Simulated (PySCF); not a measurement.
# Lu(NO2)3: other functionals and bases at one geometry

An exercise on one series of results from a longer session: the logs are not shown, and one member is left open.

Computed with PySCF 2.14.0. Level: several levels, as the steps say, no spin–orbit coupling.

3 further runs of the same task are left out: 2 for a known fault of the program, 1 that didn't finish.

### Starting geometry

10 atoms, charge 0, spin multiplicity 1.

Bond lengths: Lu1–O2 2.294 Å, Lu1–O3 2.294 Å, Lu1–N4 2.747 Å, Lu1–O5 2.294 Å, Lu1–O6 2.294 Å, Lu1–N7 2.747 Å, Lu1–O8 2.294 Å, Lu1–O9 2.294 Å, Lu1–N10 2.747 Å, O2–N4 1.264 Å, O3–N4 1.264 Å, O5–N7 1.264 Å, O6–N7 1.264 Å, O8–N10 1.264 Å, O9–N10 1.264 Å. Angles: O2–Lu1–O3 54.4°, O2–Lu1–N4 27.2°, O2–Lu1–O5 101.2°, O2–Lu1–O6 118.9°, O2–Lu1–N7 112.4°, O2–Lu1–O8 101.2°, O2–Lu1–O9 135.1°, O2–Lu1–N10 120.5°, O3–Lu1–N4 27.2°, O3–Lu1–O5 135.1°, O3–Lu1–O6 101.2°, O3–Lu1–N7 120.5°, O3–Lu1–O8 118.9°, O3–Lu1–O9 101.2°, O3–Lu1–N10 112.4°, N4–Lu1–O5 120.5°, N4–Lu1–O6 112.4°, N4–Lu1–N7 120.0° and more.

As a file:

```mol
LuN3O6
  3D, bonds by distance, orders not assigned

 10 15  0  0  0  0  0  0  0  0999 V2000
    0.0000   -0.0000    0.0000 Lu  0  0
    2.0405    0.1675    1.0352 O   0  0
    2.0405   -0.1675   -1.0352 O   0  0
    2.7471   -0.0000    0.0000 N   0  0
   -1.1653    1.6834    1.0352 O   0  0
   -0.8752    1.8509   -1.0352 O   0  0
   -1.3735    2.3790   -0.0000 N   0  0
   -0.8752   -1.8509    1.0352 O   0  0
   -1.1653   -1.6834   -1.0352 O   0  0
   -1.3736   -2.3790    0.0000 N   0  0
  1  2  8  0
  1  3  8  0
  1  4  8  0
  1  5  8  0
  1  6  8  0
  1  7  8  0
  1  8  8  0
  1  9  8  0
  1 10  8  0
  2  4  8  0
  3  4  8  0
  5  7  8  0
  6  7  8  0
  8 10  8  0
  9 10  8  0
M  END
```

Formal oxidation states: Lu +3. Each metal's 14 4f electrons lie in its core potential, so multiplicities, spins and levels count the valence alone. An earlier session relaxed this geometry at B3LYP, Lu lcecp-1-SVP with ECP60, O def2-SVP, N def2-SVP (singlet, point group D3).

At B3LYP on the finer grid: E = -655.098070 Eh, HOMO -8.61 eV, LUMO -3.67 eV, Mulliken charge on Lu1 +1.14 e, largest force component 0.007 eV/Å. 

Levels to run: wB97X; PBE0; TPSS; CAM-B3LYP; B3LYP, TZVP. Hardware: 4 threads of Arm Neoverse N1, shared host.

The first run:

Input file run.py (the lines that set the calculation):

```python
mol = gto.M(atom='''
Lu     0.00000     0.00000     0.00000
O      2.04054     0.16746     1.03522
O      2.04054    -0.16747    -1.03522
N      2.74709     0.00000     0.00000
O     -1.16529     1.68343     1.03522
O     -0.87524     1.85089    -1.03522
N     -1.37354     2.37905     0.00000
O     -0.87525    -1.85089     1.03522
O     -1.16530    -1.68343    -1.03522
N     -1.37355    -2.37905     0.00000''',
    basis={'Lu': 'lcecp-1-SVP', 'O': 'def2-SVP', 'N': 'def2-SVP'},
    ecp={'Lu': 'lcecp-1-SVP'},
    charge=0, spin=0)
mf = dft.RKS(mol, xc='WB97X')
mf.grids.atom_grid = (75, 302)  # f atoms: unpruned, at least (60, 302)
mf = mf.density_fit()  # fitting sets: Lu AutoAux, O def2-universal-JKFIT, N def2-universal-JKFIT
mf.conv_tol = 1e-08; mf.max_cycle = 55
mf.kernel(dm0)  # dm0: the density of the relaxed state
```

Command:

```bash
$ OMP_NUM_THREADS=4 python run.py
```

Steps of the session up to this table: wB97X; PBE0; TPSS; CAM-B3LYP; B3LYP, TZVP.

One table of the session follows, with a row left open; its other results are not shown here.

| level | HOMO (eV) | gap (eV) | charge on Lu1 (e) | largest force component (eV/Å) |
| --- | --- | --- | --- | --- |
| B3LYP (relaxed here) | -8.61 | 4.94 | 1.14 | 0.01 |
| wB97X | -11.43 | 10.34 | 1.23 | 0.70 |
| PBE0 | -8.93 | 5.50 | 1.24 | 0.73 |
| TPSS | -7.30 | 2.97 | 1.12 | 0.90 |
| CAM-B3LYP | -10.39 | 8.20 | 1.16 | 0.60 |
| B3LYP, TZVP | ? | ? | ? | ? |

**Question.** Estimate the row for B3LYP, TZVP.

The run gave: HOMO (eV): -8.65; gap (eV): 5.02; charge on Lu1 (e): 1.52; largest force component (eV/Å): 0.18. In the column «HOMO (eV)» it lies between PBE0 (-8.93) and B3LYP (relaxed here) (-8.61).

In one basis the HOMO–LUMO gap runs from 2.97 eV (TPSS) to 10.34 eV (wB97X). The largest leftover force, 0.90 eV/Å with TPSS, stands at a geometry relaxed at another level. With 4f in the core, its levels are missing from HOMO and gap, and its count is fixed, so no charge can pass from the ligands into it. Total energies of different levels can't be compared.
